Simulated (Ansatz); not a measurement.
**WF+ (quintet): wave-function methods side by side, def2-TZVPP**

One table from this session's results is given with a row withheld; the runs are named, their logs left out.

Computed with Ansatz 0.2.0, Gaussian basis. Level: def2-TZVPP, core rule «outside noble gas», up to 5 orbitals frozen.

Plan: UHF; ROHF; CCSD(T) on UHF.

**The geometry**

The geometry is a PBE0/def2-TZVP stationary point (not a proven minimum). No spin-orbit coupling is included. Elements past krypton take def2 core potentials.

2 atoms, charge 1, spin multiplicity 5.

Atoms are counted from 1 here; the program's logs count them from 0.

Bond lengths: W1–F2 1.786 Å.

Set-up of the first run:

Contents of in.yaml:

```yaml
crystal:
  periodic: [false, false, false]
  atoms:
    - {symbol: W, position_ang: [0.000000, 0.000000, 0.000000]}
    - {symbol: F, position_ang: [0.000000, 0.000000, 1.786200]}
basis:
  gaussian: {orbitals: def2-TZVPP}
total_charge: 1
magnetization: {spin_polarized: true, initial_magnetization: 4}
hamiltonian: {xc: hf}
output: {orbitals: {seedname: orbitals}}
```

Launch:

```console
> ansatz run in.yaml --threads 1 --pin off --events-out ev --progress --plain --max-ram 3968MiB --backend cpu
```

Steps of the session up to this table: UHF; ROHF; CCSD(T) on UHF.

One of the session's tables, all rows but one given; the rest of the session is left out.

```
  method  from UCCSD(T) (meV)
    ROHF              +9726.4
     UHF              +9553.6
    UMP2                    ?
   UCCSD               +361.1
UCCSD(T)                    0
```

Estimate the missing values for UMP2.

As computed: from UCCSD(T) (meV): +412.0. In the column «from UCCSD(T) (meV)» it lies between UCCSD (+361.1) and UHF (+9553.6).
